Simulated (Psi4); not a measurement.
# C2H2ClSi (SMILES [C]#C[SiH2]Cl): UPBE0/6-311+G(d,p)

Aim: the vertical electron affinity of C2H2ClSi at UPBE0/6-311+G**, from 2 runs. 

The calculation is run with Psi4 1.11.

## 1. The structure to begin with

C2H2ClSi: 6 atoms, total charge 0, spin state doublet. SMILES: `[C]#C[SiH2]Cl`. The shape is that of a PBE0-D4/def2-TZVP optimisation.

Bond lengths: C1–C2 1.212 Å, C2–Si3 1.820 Å, Si3–Cl4 2.045 Å, Si3–H5 1.477 Å, Si3–H6 1.477 Å. Angles: C1–C2–Si3 178.6°, C2–Si3–Cl4 109.3°, C2–Si3–H5 109.2°, C2–Si3–H6 109.2°, Cl4–Si3–H5 108.7°, Cl4–Si3–H6 108.7°, H5–Si3–H6 111.7°.

## 2. The energy at UPBE0/6-311+G(d,p)

The input, c2h2clsi.xyz:

```xyz
6
C2H2ClSi
C      0.868400    -2.059200     1.138400
C      0.473000    -1.050800     0.595000
Si    -0.084700     0.485400    -0.206000
Cl    -1.795500     0.115200    -1.263900
H      0.959500     0.950800    -1.141600
H     -0.378700     1.494700     0.831900
```

The input, calc.py:

```python
import psi4

psi4.set_memory(1600000000)
psi4.set_num_threads(1)
psi4.set_output_file('output.dat', False)

with open('c2h2clsi.xyz') as f:
    atoms = ''.join(f.readlines()[2:])
geom = psi4.geometry('0 2\n' + atoms + 'symmetry c1\nno_reorient\nno_com')

psi4.set_options({
    'basis': '6-311+G**',
    'reference': 'uks',
    'puream': True,
    'e_convergence': 1e-09,
    'd_convergence': 1e-08,
    'scf_type': 'pk',
    'dft_radial_points': 99,
    'dft_spherical_points': 590,
    'maxiter': 200,
})

result, w = psi4.energy('pbe0', return_wfn=True)
psi4.oeprop(w, 'QUADRUPOLE', 'WIBERG_LOWDIN_INDICES', 'LOWDIN_CHARGES', title='PBE0')
print(f'pbe0 energy: {result:.10f} Eh')
```

Launch:

```
$ python calc.py
```

output.dat:

```text
[...]
  Running in c1 symmetry.
[...]
  Nuclear repulsion =  166.882499206048294
[...]
  Multiplicity = 2
[...]
  Nalpha       = 23
  Nbeta        = 22
[...]
    Number of basis functions: 116
[...]
   @UKS iter   1:  -826.06257931046662   -5.90379e-04   7.07143e-03 DIIS/ADIIS
[...]
   @UKS iter  21:  -826.63356833379748   -2.41016e-11   7.74843e-09 DIIS
[...]
   @S^2 Observed:                7.889562638E-01
[...]
    Orbital Energies [Eh]
    ---------------------
    Alpha Occupied:
       1A   -101.733105     2A    -66.303723     3A    -10.311245
       4A    -10.249543     5A     -9.543931     6A     -7.278539
       7A     -7.272238     8A     -7.272019     9A     -5.388311
      10A     -3.724423    11A     -3.722213    12A     -3.720560
      13A     -0.866085    14A     -0.813015    15A     -0.609777
      16A     -0.480120    17A     -0.424037    18A     -0.419514
      19A     -0.417647    20A     -0.352104    21A     -0.347050
      22A     -0.337820    23A     -0.331331
    Alpha Virtual:
      24A     -0.045393    25A     -0.024983    26A      0.001755
[...]
  @UKS Final Energy:  -826.63356833379748
   => Energetics <=
    Nuclear Repulsion Energy =            166.8824992060482941
    One-Electron Energy =               -1471.4000839956177060
    Two-Electron Energy =                 523.4703123089456085
    DFT Exchange-Correlation Energy =     -45.5862958531737021
    Empirical Dispersion Energy =           0.0000000000000000
    VV10 Nonlocal Energy =                  0.0000000000000000
    Total Energy =                       -826.6335683337974842
[...]
 Multipole Moments:
 ------------------------------------------------------------------------------------
     Multipole            Electronic (a.u.)      Nuclear  (a.u.)        Total (a.u.)
 ------------------------------------------------------------------------------------
 L = 1.  Multiply by 2.5417464519 to convert [e a0] to [Debye]
 Dipole X            :         44.0376098          -43.6150679            0.4225418
 Dipole Y            :         14.3271019          -14.0983018            0.2288002
 Dipole Z            :         27.2080027          -26.9845332            0.2234695
 Magnitude           :                                                    0.5299337
 L = 2.  Multiply by 1.3450342976 to convert [e a0^2] to [Debye ang]
 Quadrupole XX       :       -250.5984931          220.8222246          -29.7762685
 Quadrupole XY       :         62.0099292          -62.3403319           -0.3304027
[...]
```

On the terminal:

```text
pbe0 energy: -826.6335683338 Eh
```

Wall time 52 s (1 thread of Intel Xeon Platinum 8124M at 3.00GHz (Skylake/Cascade Lake), shared host); peak memory 0.68 GiB.

## 3. The singlet anion: energy and forces at PBE0/6-311+G(d,p)

The input, job.dat:

```
memory 1.6 GB

molecule geom {
  -1 1
  C      0.868400    -2.059200     1.138400
  C      0.473000    -1.050800     0.595000
  Si    -0.084700     0.485400    -0.206000
  Cl    -1.795500     0.115200    -1.263900
  H      0.959500     0.950800    -1.141600
  H     -0.378700     1.494700     0.831900
  symmetry c1
}

set {
  basis 6-311+G**
  puream true
  e_convergence 1e-09
  d_convergence 1e-08
  scf_type pk
  dft_radial_points 99
  dft_spherical_points 590
}

energy_value, wavefunction = gradient('pbe0', return_wfn=True)
oeprop(wavefunction, 'MAYER_INDICES', 'WIBERG_LOWDIN_INDICES', 'MULLIKEN_CHARGES', title='PBE0')
print_variables()
```

Launch:

```
$ psi4 job.dat job.out -n 1
```

job.out:

```text
[...]
  Running in c1 symmetry.
[...]
  Nuclear repulsion =  166.882499206048323
[...]
  Multiplicity = 1
[...]
  Nalpha       = 23
  Nbeta        = 23
[...]
    Number of basis functions: 116
[...]
   @RKS iter   1:  -826.36949763027872   -3.07511e-01   6.97556e-03 DIIS/ADIIS
[...]
   @RKS iter  13:  -826.76084897382668   -1.13687e-11   5.48431e-09 DIIS
[...]
  @RKS Final Energy:  -826.76084897382668
   => Energetics <=
    Nuclear Repulsion Energy =            166.8824992060483225
    One-Electron Energy =               -1480.2173300891290637
    Two-Electron Energy =                 532.3524431602548930
    DFT Exchange-Correlation Energy =     -45.7784612510008841
    Empirical Dispersion Energy =           0.0000000000000000
    VV10 Nonlocal Energy =                  0.0000000000000000
    Total Energy =                       -826.7608489738266826
[...]
 Multipole Moments:
 ------------------------------------------------------------------------------------
     Multipole            Electronic (a.u.)      Nuclear  (a.u.)        Total (a.u.)
 ------------------------------------------------------------------------------------
 L = 1.  Multiply by 2.5417464519 to convert [e a0] to [Debye]
 Dipole X            :         -4.3831208            2.7209990           -1.6621218
 Dipole Y            :          0.2981680            2.3879521            2.6861201
 Dipole Z            :         -3.0515677            1.1872842           -1.8642836
 Magnitude           :                                                    3.6678936
[...]
  -Total Gradient:
     Atom            X                  Y                   Z
    ------   -----------------  -----------------  -----------------
       1       -0.024007504923     0.060162636157    -0.032716824739
       2        0.029769630285    -0.079553022684     0.041957269013
       3       -0.030893344816     0.041662563762    -0.032414382991
       4        0.019124698016    -0.003877818133     0.014031948374
       5        0.001603144779    -0.008630670216     0.006641954498
       6        0.004405663796    -0.009756248132     0.002499422734
[...]
  Mulliken Charges: (a.u.)
   Center  Symbol    Alpha    Beta     Spin     Total
       1     C     3.19883  3.19883  0.00000 -0.39766
       2     C     3.25311  3.25311  0.00000 -0.50623
       3    SI     6.80494  6.80494  0.00000  0.39012
       4    CL     8.60857  8.60857  0.00000 -0.21715
       5     H     0.56723  0.56723  0.00000 -0.13447
       6     H     0.56731  0.56731  0.00000 -0.13461
   Total alpha = 23.00000, Total beta = 23.00000, Total charge = -1.00000
  Mayer Bond Indices:
[...]
```

Wall time 35 s (1 thread of Intel Xeon Platinum 8124M at 3.00GHz (Skylake/Cascade Lake), shared host); peak memory 0.68 GiB.

## 4. Results

At UPBE0/6-311+G**:

```
                                                            quantity          value
                                      doublet C2H2ClSi: total energy  -826.63357 Eh
                                     doublet C2H2ClSi: dipole moment         1.35 D
                doublet C2H2ClSi: HOMO energy (highest over α and β)       -8.69 eV
                 doublet C2H2ClSi: LUMO energy (lowest over α and β)       -5.11 eV
                                              doublet C2H2ClSi: ⟨S²⟩          0.789
                                         singlet anion: total energy  -826.76085 Eh
                                          singlet anion: HOMO energy       -1.65 eV
                                          singlet anion: LUMO energy        3.25 eV
singlet anion: HOMO–LUMO gap (to an unbound level, set by the basis)        4.90 eV
                             singlet anion: largest force on an atom     4.872 eV/Å
                   vertical electron affinity (to the singlet anion)       3.463 eV
```

In words: At fixed nuclei the extra electron is bound by 3.46 eV (80 kcal/mol).
